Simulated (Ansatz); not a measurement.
# C3H11BO2: basis-set convergence

An exercise on one series of results from a longer session: the logs are not shown, and one member is left open.

Method: one geometry, several basis sets; program: Ansatz 0.2.0, Gaussian basis.

The runs, in order: PBE0-D4/def2-SVP; ωB97M-V/def2-SVP; PBE0-D4/def2-QZVPP; ωB97M-V/def2-QZVPP; the functionals' def2-TZVPP values are taken from earlier runs.

## The geometry

An earlier PBE0-D4 in a triple-zeta def2 set relaxation fixed the geometry.

17 atoms, charge 0, spin multiplicity 1.

Atoms are counted from 1 here; the program's logs count them from 0.

Bond lengths: C1–O2 1.416 Å, C1–H7 1.093 Å, C1–H8 1.093 Å, C1–H9 1.090 Å, O2–B3 1.367 Å, B3–C4 1.573 Å, B3–C5 1.566 Å, C4–H10 1.091 Å, C4–H11 1.096 Å, C4–H12 1.097 Å, C5–H13 1.095 Å, C5–H14 1.091 Å, C5–H15 1.096 Å, O6–H16 0.968 Å, O6–H17 0.959 Å. Angles: O2–C1–H7 111.1°, O2–C1–H8 111.0°, O2–C1–H9 107.6°, H7–C1–H8 108.9°, H7–C1–H9 109.0°, H8–C1–H9 109.1°, C1–O2–B3 122.9°, O2–B3–C4 120.6°, O2–B3–C5 116.2°, C4–B3–C5 123.2°, B3–C4–H10 112.8°, B3–C4–H11 111.7°, B3–C4–H12 110.7°, H10–C4–H11 108.0°, H10–C4–H12 107.6°, H11–C4–H12 105.7°, B3–C5–H13 110.4°, B3–C5–H14 113.8° and more.

The first run:

in.yaml reads:

```yaml
crystal:
  periodic: [false, false, false]
  atoms:
    - {symbol: C, position_ang: [-0.142282, -1.706972, 0.840725]}
    - {symbol: O, position_ang: [-0.134690, -0.315456, 0.581284]}
    - {symbol: B, position_ang: [0.195810, 0.210688, -0.636837]}
    - {symbol: C, position_ang: [0.584310, -0.729545, -1.836029]}
    - {symbol: C, position_ang: [0.160172, 1.772511, -0.748074]}
    - {symbol: O, position_ang: [-0.704670, 1.189149, 2.952092]}
    - {symbol: H, position_ang: [0.839145, -2.148568, 0.651373]}
    - {symbol: H, position_ang: [-0.885872, -2.217123, 0.223080]}
    - {symbol: H, position_ang: [-0.396962, -1.844372, 1.891493]}
    - {symbol: H, position_ang: [0.770261, -0.180122, -2.759689]}
    - {symbol: H, position_ang: [-0.194189, -1.474241, -2.036161]}
    - {symbol: H, position_ang: [1.490306, -1.301685, -1.602563]}
    - {symbol: H, position_ang: [1.117815, 2.150021, -1.122797]}
    - {symbol: H, position_ang: [-0.065320, 2.275756, 0.193785]}
    - {symbol: H, position_ang: [-0.583713, 2.077564, -1.493434]}
    - {symbol: H, position_ang: [-0.470981, 0.734219, 2.129905]}
    - {symbol: H, position_ang: [-1.598138, 1.507678, 2.811847]}
basis:
  gaussian: {orbitals: def2-SVP}
hamiltonian: {xc: pbe0, dispersion: d4}
output: {orbitals: {seedname: orbitals}}
```

Run with:

```sh
$ ansatz run in.yaml --threads 4 --pin off --events-out ev --progress --plain --max-ram 11315MiB
```

Among the steps run: PBE0-D4 in def2-SVP; ωB97M-V in def2-SVP; PBE0-D4 in def2-QZVPP; ωB97M-V in def2-QZVPP.

One table of the session follows, with a row left open; its other results are not shown here.

It belongs to the step «Density functionals: the series». 

```
functional       basis  HOMO (eV)  LUMO (eV)
   PBE0-D4    def2-SVP      -7.63       0.47
   PBE0-D4  def2-TZVPP      -8.21       0.32
   PBE0-D4  def2-QZVPP      -8.31       0.28
   ωB97M-V    def2-SVP     -10.18       2.55
   ωB97M-V  def2-TZVPP     -10.76       1.82
   ωB97M-V  def2-QZVPP          ?          ?
```

Estimate the missing values for ωB97M-V, def2-QZVPP.

**Answer.** HOMO (eV): -10.80; LUMO (eV): 1.39. In the column «HOMO (eV)» it is the lowest.
